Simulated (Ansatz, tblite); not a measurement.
# N-butyl-N-methylpyrrolidinium bromide (C9H20BrN): rung by rung

An exercise on one series of results from a longer session: the logs are not shown, and one member is left open.

Method: as each input shows; program: Ansatz 0.2.0, Gaussian basis.

The runs, in order: GFN1-xTB, GFN2-xTB, PBE-D4/def2-TZVP, r2SCAN-D4/def2-TZVP, r2SCANh-D4/def2-TZVP, BLYP-D4/def2-TZVP, PBE-D4/def2-SVP, PBE0-D4/def2-SVP, MP2/def2-SVP.

4 further runs of the same task are left out: 4 that didn't finish.

### The geometry

The geometry is that of the singlet, from an earlier relaxation (PBE-D4/def2-SVP).

31 atoms, charge 0, spin multiplicity 1.

Bond lengths: C1–C2 1.528 Å, C1–H11 1.111 Å, C1–H12 1.109 Å, C1–H13 1.111 Å, C2–C3 1.536 Å, C2–H14 1.114 Å, C2–H15 1.112 Å, C3–C4 1.520 Å, C3–H16 1.115 Å, C3–H17 1.111 Å, C4–N5 1.517 Å, C4–H18 1.124 Å, C4–H19 1.110 Å, N5–C6 1.506 Å, N5–C7 1.525 Å, N5–C10 1.510 Å, C6–H20 1.123 Å, C6–H21 1.104 Å and more. Angles: C2–C1–H11 111.6°, C2–C1–H12 111.4°, C2–C1–H13 111.3°, H11–C1–H12 107.5°, H11–C1–H13 107.4°, H12–C1–H13 107.5°, C1–C2–C3 112.9°, C1–C2–H14 109.8°, C1–C2–H15 110.0°, C3–C2–H14 109.4°, C3–C2–H15 108.5°, H14–C2–H15 106.0°, C2–C3–C4 110.1°, C2–C3–H16 109.4°, C2–C3–H17 108.2°, C4–C3–H16 111.9°, C4–C3–H17 109.9°, H16–C3–H17 107.1° and more.

As a file:

```csv
atom,x (Å),y (Å),z (Å)
C1,4.2259,0.4919,0.0369
C2,3.0107,-0.4324,0.1036
C3,1.6767,0.3258,0.0310
C4,0.5148,-0.6455,0.1620
N5,-0.8678,-0.0356,0.0296
C6,-1.0635,1.0502,1.0549
C7,-1.9159,-1.1234,0.2423
C8,-3.1969,-0.5472,-0.3599
C9,-2.7257,0.4725,-1.4385
C10,-1.1908,0.4639,-1.3581
H11,4.2402,1.0803,-0.9060
H12,5.1733,-0.0819,0.0872
H13,4.2286,1.2148,0.8801
H14,3.0570,-1.1778,-0.7227
H15,3.0309,-1.0205,1.0475
H16,1.6308,0.9041,-0.9208
H17,1.6498,1.0620,0.8622
H18,0.5014,-1.1230,1.1794
H19,0.5653,-1.4357,-0.6156
H20,-0.8649,0.5792,2.0547
H21,-2.1034,1.4154,0.9964
H22,-0.3668,1.8769,0.8339
H23,-1.5530,-2.0000,-0.3294
H24,-1.8981,-1.3810,1.3326
H25,-3.8151,-0.0514,0.4139
H26,-3.8178,-1.3567,-0.7880
H27,-3.0537,0.1954,-2.4586
H28,-3.1303,1.4839,-1.2393
H29,-0.7112,1.4465,-1.5210
H30,-0.7467,-0.2666,-2.0628
Br31,-0.4838,-1.3842,3.3725
```

PBE0-D4/def2-TZVP was run before; its log isn't repeated, and its numbers join the tables.

Set-up of the first run:

Tight binding, by tblite at 300 K electronic temperature and without a spin-polarisation term:

```python
tblite.interface.Calculator('GFN1-xTB', numbers, positions, charge=0, uhf=0).singlepoint()
```

Tight binding, by tblite at 300 K electronic temperature and without a spin-polarisation term:

```python
tblite.interface.Calculator('GFN2-xTB', numbers, positions, charge=0, uhf=0).singlepoint()
```

start.molden holds the orbitals of an earlier run on this state, given as this run's starting guess.

Contents of in.yaml:

```yaml
crystal:
  periodic: [false, false, false]
  atoms:
    - {symbol: C, position_ang: [4.225864, 0.491948, 0.036859]}
    - {symbol: C, position_ang: [3.010722, -0.432425, 0.103580]}
    - {symbol: C, position_ang: [1.676710, 0.325831, 0.030980]}
    - {symbol: C, position_ang: [0.514825, -0.645470, 0.162039]}
    - {symbol: N, position_ang: [-0.867757, -0.035603, 0.029611]}
    - {symbol: C, position_ang: [-1.063530, 1.050165, 1.054888]}
    - {symbol: C, position_ang: [-1.915861, -1.123421, 0.242330]}
    - {symbol: C, position_ang: [-3.196908, -0.547217, -0.359943]}
    - {symbol: C, position_ang: [-2.725717, 0.472502, -1.438506]}
    - {symbol: C, position_ang: [-1.190753, 0.463883, -1.358089]}
    - {symbol: H, position_ang: [4.240180, 1.080261, -0.906026]}
    - {symbol: H, position_ang: [5.173324, -0.081901, 0.087238]}
    - {symbol: H, position_ang: [4.228581, 1.214840, 0.880111]}
    - {symbol: H, position_ang: [3.056984, -1.177800, -0.722655]}
    - {symbol: H, position_ang: [3.030923, -1.020512, 1.047464]}
    - {symbol: H, position_ang: [1.630800, 0.904073, -0.920841]}
    - {symbol: H, position_ang: [1.649777, 1.062030, 0.862203]}
    - {symbol: H, position_ang: [0.501364, -1.122966, 1.179366]}
    - {symbol: H, position_ang: [0.565253, -1.435668, -0.615610]}
    - {symbol: H, position_ang: [-0.864920, 0.579232, 2.054663]}
    - {symbol: H, position_ang: [-2.103385, 1.415398, 0.996431]}
    - {symbol: H, position_ang: [-0.366758, 1.876922, 0.833947]}
    - {symbol: H, position_ang: [-1.552979, -2.000012, -0.329380]}
    - {symbol: H, position_ang: [-1.898132, -1.380987, 1.332623]}
    - {symbol: H, position_ang: [-3.815129, -0.051375, 0.413886]}
    - {symbol: H, position_ang: [-3.817783, -1.356701, -0.787953]}
    - {symbol: H, position_ang: [-3.053686, 0.195357, -2.458607]}
    - {symbol: H, position_ang: [-3.130294, 1.483912, -1.239313]}
    - {symbol: H, position_ang: [-0.711233, 1.446451, -1.520988]}
    - {symbol: H, position_ang: [-0.746662, -0.266552, -2.062810]}
    - {symbol: Br, position_ang: [-0.483818, -1.384193, 3.372503]}
basis:
  gaussian: {orbitals: def2-TZVP, initial_orbitals: start.molden}
hamiltonian: {xc: pbe, dispersion: d4}
scf: {omitted_lower_state_checks: [starts]}
output: {orbitals: {seedname: orbitals}}
```

Started as:

```console
$ ansatz run in.yaml --threads 4 --pin off --events-out ev --progress --plain --max-ram 6963MiB
```

Steps of the session up to this table: PBE-D4/def2-TZVP; r2SCAN-D4/def2-TZVP; r2SCANh-D4/def2-TZVP; BLYP-D4/def2-TZVP; PBE-D4/def2-SVP; PBE0-D4/def2-SVP; MP2/def2-SVP.

One of the session's tables, all rows but one given; the rest of the session is left out.

It belongs to the step «Binding energy». 

```
               level  binding an atom (eV)
         HF/def2-SVP                     ?
     PBE-D4/def2-SVP                 4.169
    PBE-D4/def2-TZVP                 4.128
   BLYP-D4/def2-TZVP                 4.024
 r2SCAN-D4/def2-TZVP                 4.049
r2SCANh-D4/def2-TZVP                 4.033
    PBE0-D4/def2-SVP                 4.121
   PBE0-D4/def2-TZVP                 4.077
        MP2/def2-SVP                 3.915
```

Estimate the missing values for HF/def2-SVP.

As computed: binding an atom (eV): 3.056. In the column «binding an atom (eV)» it is the lowest.

Limits of these values: Free atoms were run apart at each level; binding is atoms less cluster, divided by the number of atoms, without zero-point or spin-orbit terms.
